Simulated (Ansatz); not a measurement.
**BClF2H2: molecular dynamics**

The plan is to let a guess near a reaction's saddle point go and see which way it falls. Runs: 150 steps of 0.5 fs at constant energy, with velocities drawn for 100 K; 150 steps of 0.5 fs at constant energy, with velocities drawn for 1000 K. Reaction type: exchange4.

Method: UKS PBE0-D4/STO-3G, in Ansatz 0.2.0.

## Step 1: The starting structure

Bond lengths: B1–F3 1.308 Å, B1–F4 1.307 Å, B1–Cl6 2.170 Å. Angles: F3–B1–F4 122.2°, F3–B1–Cl6 111.0°, F4–B1–Cl6 110.9°.

Coordinates:

```xyz
6

B    -0.3420    0.1970   -0.2700
H     1.1511    0.4524   -0.2141
F    -0.6312   -0.3486   -1.4225
F    -0.9685    1.2542    0.1763
H     0.9581   -0.2449    0.4485
Cl   -0.1676   -1.3102    1.2819
```

## Step 2: Run 1

150 steps of 0.5 fs at constant energy, with velocities drawn for 100 K.

The input, input.yaml:

```yaml
crystal:
  periodic: [false, false, false]
  atoms:
    - { symbol: B, position_ang: [-0.342, 0.197, -0.27] }
    - { symbol: H, position_ang: [1.1511, 0.4524, -0.2141] }
    - { symbol: F, position_ang: [-0.6312, -0.3486, -1.4225] }
    - { symbol: F, position_ang: [-0.9685, 1.2542, 0.1763] }
    - { symbol: H, position_ang: [0.9581, -0.2449, 0.4485] }
    - { symbol: Cl, position_ang: [-0.1676, -1.3102, 1.2819] }
magnetization:
  spin_polarized: true
basis:
  gaussian: { orbitals: STO-3G }
hamiltonian:
  xc: pbe0
  dispersion: d4
md:
  timestep: 0.5
  n_steps: 150
  ensemble: nve
  temperature: 100.0
  initial_velocities: maxwell_boltzmann
  seed: 291802
```

Command:

```sh
ansatz run input.yaml --threads 1 --pin off --max-ram 2048MiB --backend cpu --events-out ev --progress --plain --runs-dir out
```

What it wrote, shortened:

```text
Warning: RAYON_NUM_THREADS=1 ignored (pool sized by the plan → 1); use --threads N
[...]
Functional definition: PBE0
[...]
367 factors; integrals over basis functions are off by at most 1.1e-5 eV
[...]
mean field -18433.56369129 eV, -677.4209709366 hartree, gradient 1.2e-5 eV, S^2 0.000000; 0 other end points of the search recorded, 0 dependent functions left out
[...]
reference -18433.56370163 eV, -677.4209713166 hartree; 21, 21 occupied and 5, 5 virtual orbitals, 367 factors
md step     0: t =     0.00 fs  T =   100.0 K  F+E_penalty+E_count = -18433.64324086 eV  E_kin = 0.051704 eV  conserved = -18433.59153686 eV  (22 SCF iters)
[...]
md step    18: t =     9.00 fs  T =   866.6 K  F+E_penalty+E_count = -18434.03964000 eV  E_kin = 0.448052 eV  conserved = -18433.59158832 eV  (23 SCF iters, 3 dispersion substeps)
[...]
md step    36: t =    18.00 fs  T =  4570.0 K  F+E_penalty+E_count = -18435.95576114 eV  E_kin = 2.362872 eV  conserved = -18433.59288928 eV  (26 SCF iters, 3 dispersion substeps)
[...]
md step    54: t =    27.00 fs  T =  3974.5 K  F+E_penalty+E_count = -18435.64550271 eV  E_kin = 2.054963 eV  conserved = -18433.59053990 eV  (26 SCF iters, 3 dispersion substeps)
[...]
md step    72: t =    36.00 fs  T =  2744.6 K  F+E_penalty+E_count = -18435.01004185 eV  E_kin = 1.419080 eV  conserved = -18433.59096215 eV  (22 SCF iters, 3 dispersion substeps)
md step    73: t =    36.50 fs  T =  2724.4 K  F+E_penalty+E_count = -18434.99892509 eV  E_kin = 1.408636 eV  conserved = -18433.59028865 eV  (19 SCF iters, 3 dispersion substeps)
```

## Step 3: The log goes on: dynamics from the start

Output, continued, shortened:

```text
md step    74: t =    37.00 fs  T =  2769.1 K  F+E_penalty+E_count = -18435.02225948 eV  E_kin = 1.431711 eV  conserved = -18433.59054858 eV  (20 SCF iters, 3 dispersion substeps)
[...]
md step    93: t =    46.50 fs  T =  4276.0 K  F+E_penalty+E_count = -18435.80179654 eV  E_kin = 2.210872 eV  conserved = -18433.59092412 eV  (25 SCF iters, 3 dispersion substeps)
[...]
md step   112: t =    56.00 fs  T =  3868.7 K  F+E_penalty+E_count = -18435.59145100 eV  E_kin = 2.000286 eV  conserved = -18433.59116500 eV  (27 SCF iters, 3 dispersion substeps)
[...]
md step   131: t =    65.50 fs  T =  3227.0 K  F+E_penalty+E_count = -18435.25889658 eV  E_kin = 1.668482 eV  conserved = -18433.59041432 eV  (28 SCF iters, 3 dispersion substeps)
[...]
md step   149: t =    74.50 fs  T =  4581.5 K  F+E_penalty+E_count = -18435.96198504 eV  E_kin = 2.368812 eV  conserved = -18433.59317275 eV  (25 SCF iters, 3 dispersion substeps)
[...]
md step   150: t =    75.00 fs  T =  4521.4 K  F+E_penalty+E_count = -18435.92999945 eV  E_kin = 2.337727 eV  conserved = -18433.59227196 eV  (21 SCF iters, 3 dispersion substeps)
Total energy: -18435.93001553 eV, -677.5079317487 hartree
Atom 0 at    -0.592664    -0.057226    -0.079413 Å, force    -2.171244     0.226006    -1.781788 eV/Å
Atom 1 at     8.188880     2.418178     0.323558 Å, force    -1.959826    -0.607316    -0.015029 eV/Å
Atom 2 at    -0.773841    -0.377581    -1.356770 Å, force     1.062663    -0.913230     0.160068 eV/Å
Atom 3 at    -1.053496     1.147791     0.154567 Å, force     0.593068     0.840731     1.319865 eV/Å
Atom 4 at     7.447611     2.188397     0.317953 Å, force     1.959850     0.607287     0.015072 eV/Å
Atom 5 at    -0.353809    -1.285204     1.188628 Å, force     0.515489    -0.153478     0.301813 eV/Å
Dipole moment:     0.018585     0.249681    -0.228385 e Å
```

Wall time 91 s (1 thread of AMD EPYC 9R45 (Zen 5), shared host); peak memory 0.12 GiB.

## Step 4: Frames and traces

One step in 11; energies are changes from step 0:

```csv
time (fs),T (K),potential energy change (meV/atom),total energy change (meV/atom),B1–Cl6 (Å),H5–H2 (Å),B1–H2 (Å)
0.0,100,0.0,0.00,2.17,0.98,1.52
5.5,270,-14.6,0.01,2.16,0.82,1.55
11.0,1529,-123.1,0.10,2.10,0.81,1.82
16.5,4138,-348.2,-0.23,1.96,0.77,2.42
22.0,4770,-402.9,-0.51,1.80,0.73,3.20
27.5,3953,-332.1,-0.06,1.73,0.69,3.98
33.0,3150,-262.8,0.02,1.77,0.69,4.68
38.5,3111,-259.9,-0.37,1.78,0.72,5.33
44.0,4204,-353.9,-0.22,1.73,0.76,5.91
49.5,4307,-362.4,0.06,1.75,0.78,6.42
55.0,4063,-341.7,-0.20,1.88,0.76,6.90
60.5,3384,-283.4,-0.39,2.00,0.72,7.40
66.0,3277,-273.7,0.10,2.03,0.69,7.98
71.5,4237,-356.6,-0.13,1.91,0.69,8.64
75.0,4521,-381.1,-0.12,1.78,0.78,9.13
```

time (fs), T (K) and a bar:
```
      0.0        100 
      3.5        214 #
      6.5        366 ##
     10.0       1138 #######
     13.0       2507 ###############
     16.5       4138 ##########################
     19.5       4821 ##############################
     23.0       4573 ############################
     26.0       4163 ##########################
     29.5       3751 #######################
     32.5       3302 ####################
     36.0       2745 #################
     39.0       3195 ####################
     42.5       3982 #########################
     45.5       4300 ###########################
     49.0       4324 ###########################
     52.0       4320 ###########################
     55.5       3955 ########################
     58.5       3559 ######################
     62.0       3199 ####################
     65.0       3236 ####################
     68.5       3595 ######################
     71.5       4237 ##########################
     75.0       4521 ############################
```

Bonds that form or break, judged by distance (formed within 1.15 times the sum of covalent radii and held on average over 12 fs, broken when stretched by half; pairs already stretched at the start don't count as bonds):

```csv
time (fs),bond,event
4.0,H2–H5,forms
12.5,B1–Cl6,forms
```

## Step 5: Snapshots as a file

Positions (Å) and forces (eV/Å):

```xyz
6
time_fs=9.5 T=991 dE=-0.4606
B    -0.383    0.165   -0.255   -2.333   -1.893    1.680
H     1.304    0.392    0.011    0.544   -0.310    0.377
F    -0.632   -0.365   -1.437    0.853    0.331    0.369
F    -0.963    1.264    0.191    0.821   -0.238   -0.230
H     1.124   -0.203    0.560    0.870    1.059   -0.883
Cl   -0.166   -1.297    1.268   -0.755    1.050   -1.313
6
time_fs=19.0 T=4799 dE=-2.4332
B    -0.605   -0.006   -0.126   -0.268    0.311   -0.749
H     2.081    0.584    0.092    0.194    0.094   -0.033
F    -0.600   -0.368   -1.430    0.063    0.331    2.235
F    -0.923    1.261    0.197    0.470   -1.855   -0.198
H     1.887    0.067    0.565    0.105    0.038   -0.014
Cl   -0.181   -1.254    1.219   -0.563    1.081   -1.242
6
time_fs=28.0 T=3954 dE=-1.9946
B    -0.842   -0.137   -0.061    2.390    3.968   -2.319
H     3.074    0.890    0.122    0.450    0.738   -0.619
F    -0.567   -0.361   -1.342   -1.137   -0.984    0.020
F    -0.872    1.189    0.198   -1.249   -1.143    0.493
H     2.773    0.399    0.533   -0.466   -0.745    0.620
Cl   -0.208   -1.197    1.152    0.010   -1.835    1.804
6
time_fs=37.5 T=2871 dE=-1.4327
B    -0.921   -0.078   -0.112    2.622   -2.821    1.652
H     4.137    1.230    0.140   -0.910   -1.021    0.762
F    -0.573   -0.398   -1.274   -0.510   -1.564   -5.167
F    -0.867    1.110    0.227   -1.740    6.280    1.671
H     3.694    0.732    0.512    0.904    1.019   -0.762
Cl   -0.239   -1.173    1.116   -0.367   -1.893    1.844
6
time_fs=47.0 T=4327 dE=-2.1867
B    -0.791   -0.091   -0.098    1.092    3.355   -2.126
H     5.155    1.520    0.195    1.311    1.070   -0.680
F    -0.612   -0.488   -1.380   -1.025    1.126    1.648
F    -0.937    1.217    0.303   -0.364   -2.582   -1.500
H     4.655    1.113    0.454   -1.312   -1.070    0.680
Cl   -0.277   -1.197    1.127    0.298   -1.898    1.978
6
time_fs=56.0 T=3869 dE=-1.9482
B    -0.592    0.054   -0.180   -1.803   -1.542    0.042
H     6.162    1.831    0.224   -1.746   -1.074    0.541
F    -0.683   -0.533   -1.441    0.410    2.677    3.156
F    -1.020    1.253    0.324    1.256   -2.323   -2.103
H     5.521    1.436    0.423    1.746    1.074   -0.541
Cl   -0.308   -1.254    1.173    0.138    1.188   -1.096
6
time_fs=65.5 T=3227 dE=-1.6157
B    -0.507    0.115   -0.254   -2.152   -3.033    3.920
H     7.139    2.108    0.279    2.291    1.034   -0.320
F    -0.745   -0.474   -1.386    0.670    0.728   -1.046
F    -1.058    1.194    0.259    0.989    0.334   -0.981
H     6.521    1.829    0.365   -2.291   -1.035    0.320
Cl   -0.336   -1.292    1.202    0.493    1.972   -1.893
6
time_fs=75.0 T=4521 dE=-2.2868
B    -0.593   -0.057   -0.079   -2.171    0.226   -1.782
H     8.189    2.418    0.324   -1.960   -0.607   -0.015
F    -0.774   -0.378   -1.357    1.063   -0.913    0.160
F    -1.054    1.148    0.155    0.593    0.841    1.320
H     7.448    2.188    0.318    1.960    0.607    0.015
Cl   -0.354   -1.285    1.189    0.515   -0.153    0.302
```

On run 1: At the last frame the bonds meant to form are there and those meant to break are gone: it fell to the products. The temperature starts at 100 K and averages 3861 K in the second half, where it ranges from 2871 to 4621 K; the start was no minimum (force components up to 1.1 eV/Å), and the potential energy that it sheds (324 meV/atom) turns into motion, which in so few atoms is no thermal temperature. The total energy strays from its start by at most 0.58 meV/atom, 0.2 % of the mean kinetic energy, so a step of 0.5 fs is short enough over this time. The bonding pattern changes, first at 4.0 fs: H2–H5 forms. By that distance rule the pieces at the end are BClF2 + H2; a long dative bond can count as broken.

## Step 6: Run 2

150 steps of 0.5 fs at constant energy, with velocities drawn for 1000 K.

Edit input.yaml of step 2 so:

```diff
@@ -20,4 +20,4 @@
   ensemble: nve
-  temperature: 100.0
+  temperature: 1000.0
   initial_velocities: maxwell_boltzmann
-  seed: 291802
+  seed: 844749
```

Command:

```sh
ansatz run input.yaml --threads 1 --pin off --max-ram 2048MiB --backend cpu --events-out ev --progress --plain --runs-dir out
```

What it wrote, shortened:

```text
Warning: RAYON_NUM_THREADS=1 ignored (pool sized by the plan → 1); use --threads N
[...]
[... 1 set-up line as earlier in the session ...]
[...]
367 factors; integrals over basis functions are off by at most 1.1e-5 eV
[...]
mean field -18433.56369129 eV, -677.4209709366 hartree, gradient 1.2e-5 eV, S^2 0.000000; 0 other end points of the search recorded, 0 dependent functions left out
[...]
reference -18433.56370163 eV, -677.4209713166 hartree; 21, 21 occupied and 5, 5 virtual orbitals, 367 factors
md step     0: t =     0.00 fs  T =  1000.0 K  F+E_penalty+E_count = -18433.64324086 eV  E_kin = 0.517040 eV  conserved = -18433.12620087 eV  (22 SCF iters)
[...]
md step    19: t =     9.50 fs  T =  2519.2 K  F+E_penalty+E_count = -18434.42846266 eV  E_kin = 1.302504 eV  conserved = -18433.12595896 eV  (25 SCF iters, 3 dispersion substeps)
[...]
md step    38: t =    19.00 fs  T =  4476.1 K  F+E_penalty+E_count = -18435.43961113 eV  E_kin = 2.314348 eV  conserved = -18433.12526355 eV  (25 SCF iters, 3 dispersion substeps)
[...]
md step    57: t =    28.50 fs  T =  4308.0 K  F+E_penalty+E_count = -18435.35348815 eV  E_kin = 2.227391 eV  conserved = -18433.12609758 eV  (26 SCF iters, 3 dispersion substeps)
[...]
md step    74: t =    37.00 fs  T =  3567.9 K  F+E_penalty+E_count = -18434.97221015 eV  E_kin = 1.844771 eV  conserved = -18433.12743926 eV  (25 SCF iters, 3 dispersion substeps)
md step    75: t =    37.50 fs  T =  3685.3 K  F+E_penalty+E_count = -18435.03193525 eV  E_kin = 1.905446 eV  conserved = -18433.12648914 eV  (23 SCF iters, 3 dispersion substeps)
```

## Step 7: The output, continued: dynamics from the start

The log, continued, shortened:

```text
md step    76: t =    38.00 fs  T =  3821.7 K  F+E_penalty+E_count = -18435.10105763 eV  E_kin = 1.975952 eV  conserved = -18433.12510595 eV  (25 SCF iters, 3 dispersion substeps)
[...]
md step    94: t =    47.00 fs  T =  5582.6 K  F+E_penalty+E_count = -18436.01392881 eV  E_kin = 2.886414 eV  conserved = -18433.12751473 eV  (25 SCF iters, 3 dispersion substeps)
[...]
md step   112: t =    56.00 fs  T =  2849.5 K  F+E_penalty+E_count = -18434.60066245 eV  E_kin = 1.473324 eV  conserved = -18433.12733833 eV  (22 SCF iters, 3 dispersion substeps)
[...]
md step   130: t =    65.00 fs  T =  4444.3 K  F+E_penalty+E_count = -18435.42538254 eV  E_kin = 2.297902 eV  conserved = -18433.12748031 eV  (25 SCF iters, 3 dispersion substeps)
[...]
md step   149: t =    74.50 fs  T =  5134.9 K  F+E_penalty+E_count = -18435.78228887 eV  E_kin = 2.654954 eV  conserved = -18433.12733515 eV  (26 SCF iters, 3 dispersion substeps)
[...]
md step   150: t =    75.00 fs  T =  4985.0 K  F+E_penalty+E_count = -18435.70574229 eV  E_kin = 2.577460 eV  conserved = -18433.12828224 eV  (21 SCF iters, 3 dispersion substeps)
Total energy: -18435.70575832 eV, -677.4996904480 hartree
Atom 0 at    -0.828399    -0.175401    -0.027260 Å, force     0.751586     3.164766    -3.182835 eV/Å
Atom 1 at     8.150523     2.910262    -0.040113 Å, force    -0.780109    -0.287951    -0.056285 eV/Å
Atom 2 at    -0.734978    -0.326602    -1.354167 Å, force    -0.120036    -2.355342     0.262094 eV/Å
Atom 3 at    -0.999679     1.141119     0.108710 Å, force    -0.528808    -0.090385     2.270304 eV/Å
Atom 4 at     7.452706     2.652585    -0.090362 Å, force     0.780094     0.287931     0.056306 eV/Å
Atom 5 at    -0.330648    -1.300104     1.217857 Å, force    -0.102727    -0.719018     0.650416 eV/Å
Dipole moment:    -0.126730     0.139831    -0.168475 e Å
```

Run time: 90 s. Hardware: 1 thread of AMD EPYC 9R45 (Zen 5), shared host; peak memory 0.12 GiB.

## Step 8: Frames and traces

The trajectory, every 8 steps (energies from step 0):

| time (fs) | T (K) | potential energy change (meV/atom) | total energy change (meV/atom) | B1–Cl6 (Å) | H5–H2 (Å) | B1–H2 (Å) |
| --- | --- | --- | --- | --- | --- | --- |
| 0.0 | 1000 | 0.0 | 0.00 | 2.17 | 0.98 | 1.52 |
| 4.0 | 1144 | -12.4 | 0.02 | 2.16 | 0.81 | 1.49 |
| 8.0 | 1993 | -85.6 | -0.01 | 2.13 | 0.80 | 1.70 |
| 12.0 | 3401 | -207.0 | -0.06 | 2.08 | 0.70 | 2.12 |
| 16.0 | 4221 | -277.6 | 0.03 | 2.02 | 0.77 | 2.70 |
| 20.0 | 4615 | -311.8 | -0.25 | 1.95 | 0.71 | 3.26 |
| 24.0 | 4877 | -334.4 | -0.38 | 1.86 | 0.72 | 3.78 |
| 28.0 | 4447 | -297.1 | -0.09 | 1.77 | 0.77 | 4.26 |
| 32.0 | 3414 | -207.8 | 0.20 | 1.67 | 0.69 | 4.65 |
| 36.0 | 3314 | -199.4 | 0.02 | 1.60 | 0.76 | 5.08 |
| 40.0 | 4748 | -323.3 | -0.34 | 1.63 | 0.74 | 5.46 |
| 44.0 | 5915 | -423.8 | -0.31 | 1.75 | 0.70 | 5.82 |
| 48.0 | 5231 | -364.6 | 0.03 | 1.91 | 0.77 | 6.23 |
| 52.0 | 3779 | -239.6 | -0.10 | 2.05 | 0.70 | 6.60 |
| 56.0 | 2850 | -159.6 | -0.19 | 2.13 | 0.73 | 7.04 |
| 60.0 | 3020 | -174.1 | 0.02 | 2.16 | 0.76 | 7.53 |
| 64.0 | 4072 | -264.5 | 0.17 | 2.12 | 0.69 | 8.01 |
| 68.0 | 5266 | -367.7 | -0.07 | 2.01 | 0.76 | 8.58 |
| 72.0 | 5732 | -408.3 | -0.48 | 1.86 | 0.73 | 9.09 |
| 75.0 | 4985 | -343.8 | -0.35 | 1.75 | 0.75 | 9.49 |

time (fs), T (K) and a bar:
```
      0.0       1000 
      3.5       1138 #
      6.5       1543 ###
     10.0       2733 ###########
     13.0       3699 #################
     16.5       4304 ####################
     19.5       4538 ######################
     23.0       4793 #######################
     26.0       4764 #######################
     29.5       4089 ###################
     32.5       3351 ##############
     36.0       3314 ##############
     39.0       4258 ####################
     42.5       5669 #############################
     45.5       5875 ##############################
     49.0       4930 ########################
     52.0       3779 #################
     55.5       2885 ############
     58.5       2818 ###########
     62.0       3526 ################
     65.0       4444 #####################
     68.5       5415 ###########################
     71.5       5737 #############################
     75.0       4985 #########################
```

Bonds that form or break, judged by distance (formed within 1.15 times the sum of covalent radii and held on average over 12 fs, broken when stretched by half; pairs already stretched at the start don't count as bonds):

| time (fs) | bond | event |
| --- | --- | --- |
| 3.0 | H2–H5 | forms |
| 13.0 | B1–Cl6 | forms |

## Step 9: Positions and forces

Positions (Å) and forces (eV/Å):

```xyz
6
time_fs=9.5 T=2519 dE=-0.7852
B    -0.535    0.113   -0.232   -1.509   -0.827    0.918
H     1.247    0.564   -0.151    0.912   -0.677    0.841
F    -0.583   -0.398   -1.496   -0.003    1.421    2.841
F    -0.938    1.342    0.227    0.742   -3.010   -1.428
H     1.160   -0.009    0.388    0.939    1.252   -1.047
Cl   -0.159   -1.315    1.283   -1.080    1.840   -2.125
6
time_fs=19.0 T=4476 dE=-1.7964
B    -0.820   -0.023   -0.139    3.495    0.722   -0.737
H     2.162    0.866   -0.118    0.634    1.695   -1.435
F    -0.542   -0.393   -1.450   -1.517    0.901    3.470
F    -0.881    1.304    0.221   -0.624   -3.302   -0.864
H     1.986    0.361    0.314   -0.551   -1.672    1.433
Cl   -0.175   -1.275    1.233   -1.437    1.655   -1.867
6
time_fs=28.0 T=4447 dE=-1.7826
B    -0.875   -0.112   -0.080    2.675    0.759    0.901
H     3.161    1.243   -0.138   -0.711   -1.214    0.907
F    -0.556   -0.357   -1.286   -0.594   -1.891   -3.774
F    -0.851    1.149    0.185   -1.651    2.551    1.457
H     2.837    0.687    0.279    0.697    1.206   -0.905
Cl   -0.219   -1.204    1.149   -0.416   -1.411    1.413
6
time_fs=37.5 T=3685 dE=-1.3887
B    -0.739   -0.134   -0.015   -0.297    3.195   -4.566
H     4.174    1.574   -0.111    0.850    1.016   -0.647
F    -0.602   -0.393   -1.257   -0.298   -1.665   -3.754
F    -0.890    1.097    0.207   -1.424    4.563    1.729
H     3.769    1.092    0.196   -0.853   -1.018    0.648
Cl   -0.270   -1.171    1.103    2.023   -6.091    6.591
6
time_fs=47.0 T=5583 dE=-2.3707
B    -0.603    0.014   -0.166   -1.103   -0.483    1.277
H     5.212    1.937   -0.104   -0.935   -0.817    0.409
F    -0.657   -0.498   -1.397    0.170    1.405    1.035
F    -0.984    1.226    0.295    0.841   -1.698   -1.560
H     4.672    1.464    0.134    0.934    0.817   -0.409
Cl   -0.287   -1.250    1.179    0.092    0.777   -0.753
6
time_fs=56.0 T=2850 dE=-0.9574
B    -0.560    0.141   -0.275   -2.363   -2.984    1.938
H     6.158    2.250   -0.083   -0.190   -0.127    0.044
F    -0.702   -0.542   -1.493    0.672    3.261    3.522
F    -1.044    1.298    0.322    1.758   -2.952   -2.765
H     5.564    1.846    0.061    0.190    0.127   -0.044
Cl   -0.296   -1.324    1.250   -0.067    2.675   -2.695
6
time_fs=65.5 T=4624 dE=-1.8759
B    -0.675    0.061   -0.235   -0.376   -2.290    2.615
H     7.154    2.579   -0.060    0.138    0.071   -0.010
F    -0.724   -0.459   -1.456    0.188    1.130    1.236
F    -1.038    1.252    0.239    0.665   -1.361   -1.156
H     6.509    2.251   -0.016   -0.138   -0.071    0.010
Cl   -0.308   -1.340    1.264   -0.477    2.521   -2.695
6
time_fs=75.0 T=4985 dE=-2.0625
B    -0.828   -0.175   -0.027    0.752    3.165   -3.183
H     8.150    2.910   -0.040   -0.780   -0.288   -0.056
F    -0.735   -0.327   -1.354   -0.120   -2.355    0.262
F    -1.000    1.141    0.109   -0.529   -0.090    2.270
H     7.453    2.653   -0.090    0.780    0.288    0.056
Cl   -0.331   -1.300    1.218   -0.103   -0.719    0.650
```

On run 2: At the last frame the bonds meant to form are there and those meant to break are gone: it fell to the products. The temperature starts at 1000 K and averages 4500 K in the second half, where it ranges from 2710 to 5915 K; the start was no minimum (force components up to 1.1 eV/Å), and the potential energy that it sheds (302 meV/atom) turns into motion, which in so few atoms is no thermal temperature. The total energy strays from its start by at most 0.51 meV/atom, 0.1 % of the mean kinetic energy, so a step of 0.5 fs is short enough over this time. The bonding pattern changes, first at 3.0 fs: H2–H5 forms. By that distance rule the pieces at the end are BClF2 + H2; a long dative bond can count as broken.

## Step 10: Outcome

| quantity | value |
| --- | --- |
| run 1: length | 150 steps of 0.5 fs |
| run 1: temperature, first and last step | 100 and 4521 K |
| run 1: temperature, second half | mean 3861 K, from 2871 to 4621 K |
| run 1: potential energy, second half | -324 meV/atom from this run's first step |
| run 1: largest change of the total energy | 0.58 meV/atom |
| run 1: bonds formed or broken | 2 |
| run 2: length | 150 steps of 0.5 fs |
| run 2: temperature, first and last step | 1000 and 4985 K |
| run 2: temperature, second half | mean 4500 K, from 2710 to 5915 K |
| run 2: potential energy, second half | -302 meV/atom from this run's first step |
| run 2: largest change of the total energy | 0.51 meV/atom |
| run 2: bonds formed or broken | 2 |

Mean temperatures of the second halves: 3861 K, 4500 K. Bonds changed in run 1, run 2. Run 1: at the last frame the bonds meant to form are there and those meant to break are gone: it fell to the products. Run 2: at the last frame the bonds meant to form are there and those meant to break are gone: it fell to the products. 75 fs on 6 atoms is far too short and small for converged averages. The nuclei move classically, without zero-point motion, which matters most for hydrogen. The basis is very small, so the numbers are rough.
